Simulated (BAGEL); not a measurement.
# HF/6-31G(d) (density fitting with qzvpp-jkfit, spherical functions) run of GePH3Cl− (SMILES [PH2][GeH-][Cl])

Aim: the vertical ionisation energy of GePH3Cl− at HF/6-31G* (density fitting with qzvpp-jkfit, spherical functions), from 2 runs. 

Program for the calculation: BAGEL 1.2.2.

## (1) The structure to begin with

GePH3Cl−: 6 atoms, total charge -1, spin state singlet. SMILES: `[PH2][GeH-][Cl]`. Geometry: a GFN2-xTB relaxation, a rough one for these elements and not checked as a minimum. This is one conformer, not always the lowest.

Bond lengths: P1–Ge2 2.424 Å, Ge2–Cl3 2.303 Å, P1–H4 1.382 Å, P1–H5 1.370 Å, Ge2–H6 1.695 Å. Angles: P1–Ge2–Cl3 99.8°, P1–Ge2–H6 87.6°, Cl3–Ge2–H6 92.5°, Ge2–P1–H4 93.8°, Ge2–P1–H5 95.6°, H4–P1–H5 91.3°.

## (2) A single-point energy at HF/6-31G(d) (density fitting with qzvpp-jkfit, spherical functions)

input.json reads:

```json
{ "bagel" : [

{
  "title" : "molecule",
  "basis" : "6-31gs.json",
  "df_basis" : "qzvpp-jkfit",
  "angstrom" : true,
  "geometry" : [
    { "atom" : "P", "xyz" : [      -0.279080,       0.005500,      -1.357530 ] },
    { "atom" : "Ge", "xyz" : [       0.680280,      -0.990620,       0.633140 ] },
    { "atom" : "Cl", "xyz" : [      -0.210770,       0.402310,       2.235800 ] },
    { "atom" : "H", "xyz" : [      -1.514720,      -0.585650,      -1.170460 ] },
    { "atom" : "H", "xyz" : [      -0.701340,       1.154480,      -0.741550 ] },
    { "atom" : "H", "xyz" : [       2.025620,       0.013980,       0.400600 ] }
  ]
},

{ "title" : "hf", "charge" : -1 },

{ "title" : "print", "file" : "orbitals.molden", "orbitals" : true }

]}
```

The basis set 6-31G* is read from a file made from the Basis Set Exchange's data (not shown).

Launch:

```
$ BAGEL_NUM_THREADS=1 BAGEL input.json > input.out
```

Log:

```text
* using 1 threads per process

  ===============================================================
  ===============================================================

  *** Geometry ***

  { "atom" : "P", "xyz" : [     -0.527385,      0.010393,     -2.565360 ] },
  { "atom" : "Ge", "xyz" : [      1.285543,     -1.872000,      1.196461 ] },
  { "atom" : "Cl", "xyz" : [     -0.398298,      0.760256,      4.225050 ] },
  { "atom" : "H", "xyz" : [     -2.862406,     -1.106718,     -2.211849 ] },
  { "atom" : "H", "xyz" : [     -1.325341,      2.181651,     -1.401326 ] },
  { "atom" : "H", "xyz" : [      3.827867,      0.026418,      0.757024 ] },

  Number of auxiliary basis functions:      576

  Since a DF basis is specified, we compute 2- and 3-index integrals:
    o Being stored without compression. Storage requirement is 0.025 GB

  Number of basis functions:       74
  Number of electrons      :       67

    * METHOD: MOLECULE                             0.33

  *** RHF ***

  === Nuclear Repulsion ===
   312.0539252966

      * DIIS with orbital gradients will be used.

  === RHF iteration (6-31gs.json) ===
      0      -2877.02439223          0.00687105           0.11
      1      -2877.07925674          0.00248816           0.10
      2      -2877.08605212          0.00075856           0.10
      3      -2877.08714931          0.00019456           0.11
      4      -2877.08722025          0.00008811           0.11
      5      -2877.08723270          0.00002401           0.10
      6      -2877.08723422          0.00000830           0.11
      7      -2877.08723435          0.00000268           0.11
      8      -2877.08723437          0.00000089           0.11
      9      -2877.08723437          0.00000033           0.11
     10      -2877.08723437          0.00000012           0.11
     11      -2877.08723437          0.00000005           0.11
     12      -2877.08723437          0.00000002           0.11
     13      -2877.08723437          0.00000000           0.11
    * SCF iteration converged.

    * Permanent dipole moment:
           (    0.130954,     0.265897,     0.269932) a.u.

    * METHOD: HF                                   1.75

    * METHOD: PRINT                                0.01

  ===============================================================
```

Run time: 2.2 s. Hardware: 1 thread of Arm Neoverse V2, shared host.

## (3) Doublet neutral GePH3Cl, same level

hf.json reads:

```json
{ "bagel" : [

{
  "title" : "molecule",
  "basis" : "6-31gs.json",
  "df_basis" : "qzvpp-jkfit",
  "angstrom" : "true",
  "geometry" : [
    { "atom" : "P", "xyz" : [      -0.279080,       0.005500,      -1.357530 ] },
    { "atom" : "Ge", "xyz" : [       0.680280,      -0.990620,       0.633140 ] },
    { "atom" : "Cl", "xyz" : [      -0.210770,       0.402310,       2.235800 ] },
    { "atom" : "H", "xyz" : [      -1.514720,      -0.585650,      -1.170460 ] },
    { "atom" : "H", "xyz" : [      -0.701340,       1.154480,      -0.741550 ] },
    { "atom" : "H", "xyz" : [       2.025620,       0.013980,       0.400600 ] }
  ]
},

{
  "title" : "uhf",
  "nopen" : 1
},

{
  "title" : "print",
  "file" : "orbitals.molden",
  "orbitals" : "true"
}

]}
```

The basis set 6-31G* is read from a file made from the Basis Set Exchange's data (not shown).

Launch:

```
$ BAGEL_NUM_THREADS=1 BAGEL hf.json > hf.out
```

Log:

```text
* using 1 threads per process

  ===============================================================
  ===============================================================

  *** Geometry ***

  { "atom" : "P", "xyz" : [     -0.527385,      0.010393,     -2.565360 ] },
  { "atom" : "Ge", "xyz" : [      1.285543,     -1.872000,      1.196461 ] },
  { "atom" : "Cl", "xyz" : [     -0.398298,      0.760256,      4.225050 ] },
  { "atom" : "H", "xyz" : [     -2.862406,     -1.106718,     -2.211849 ] },
  { "atom" : "H", "xyz" : [     -1.325341,      2.181651,     -1.401326 ] },
  { "atom" : "H", "xyz" : [      3.827867,      0.026418,      0.757024 ] },

  Number of auxiliary basis functions:      576

  Since a DF basis is specified, we compute 2- and 3-index integrals:
    o Being stored without compression. Storage requirement is 0.025 GB

  Number of basis functions:       74
  Number of electrons      :       67

    * METHOD: MOLECULE                             0.33

  *** Open-shell HF ***

  === Nuclear Repulsion ===
   312.0539252966

      * DIIS with orbital gradients will be used.

  === UHF iteration (6-31gs.json) ===
      0      -2876.92761584          0.01488115           0.23
      1      -2876.99139885          0.00739538           0.21
      2      -2877.00360992          0.00391723           0.21
      3      -2877.00670174          0.00105891           0.21
      4      -2877.00761574          0.00048188           0.22
      5      -2877.00789316          0.00019795           0.21
      6      -2877.00797760          0.00006533           0.21
      7      -2877.00798973          0.00003792           0.21
      8      -2877.00799497          0.00002600           0.21
      9      -2877.00799877          0.00001651           0.21
     10      -2877.00800042          0.00000709           0.20
     11      -2877.00800071          0.00000383           0.20
     12      -2877.00800079          0.00000278           0.21
     13      -2877.00800086          0.00000208           0.22
     14      -2877.00800091          0.00000137           0.21
     15      -2877.00800092          0.00000088           0.22
     16      -2877.00800093          0.00000050           0.22
     17      -2877.00800093          0.00000021           0.22
     18      -2877.00800093          0.00000012           0.22
     19      -2877.00800093          0.00000007           0.22
     20      -2877.00800093          0.00000005           0.22
     21      -2877.00800093          0.00000004           0.22
     22      -2877.00800093          0.00000003           0.22
     23      -2877.00800093          0.00000002           0.22
     24      -2877.00800093          0.00000001           0.22
     25      -2877.00800093          0.00000001           0.22
    * SCF iteration converged.

    * S^2 (UHF) is 0.7861

    * Permanent dipole moment:
           (   -0.068564,     0.873269,     0.844572) a.u.

    * METHOD: UHF                                  5.89

    * METHOD: PRINT                                0.01

  ===============================================================
```

Wall time 6.6 s (1 thread of Arm Neoverse V2, shared host).

## (4) Outcome

At HF/6-31G* (density fitting with qzvpp-jkfit, spherical functions):

| quantity | value |
| --- | --- |
| singlet GePH3Cl−: total energy | -2877.08723 Eh |
| singlet GePH3Cl−: HOMO energy | -3.06 eV |
| singlet GePH3Cl−: LUMO energy | 7.32 eV |
| singlet GePH3Cl−: HOMO–LUMO gap (to an unbound level, set by the basis) | 10.39 eV |
| doublet neutral GePH3Cl: total energy | -2877.00800 Eh |
| doublet neutral GePH3Cl: dipole moment | 3.09 D |
| doublet neutral GePH3Cl: ⟨S²⟩ | 0.786 |
| vertical detachment energy (to the doublet neutral) | 2.156 eV |

In words: Removing an electron at fixed nuclei costs 2.16 eV (50 kcal/mol). The negative HOMO energy of the first species, 3.06 eV, lies 0.91 eV above that difference.
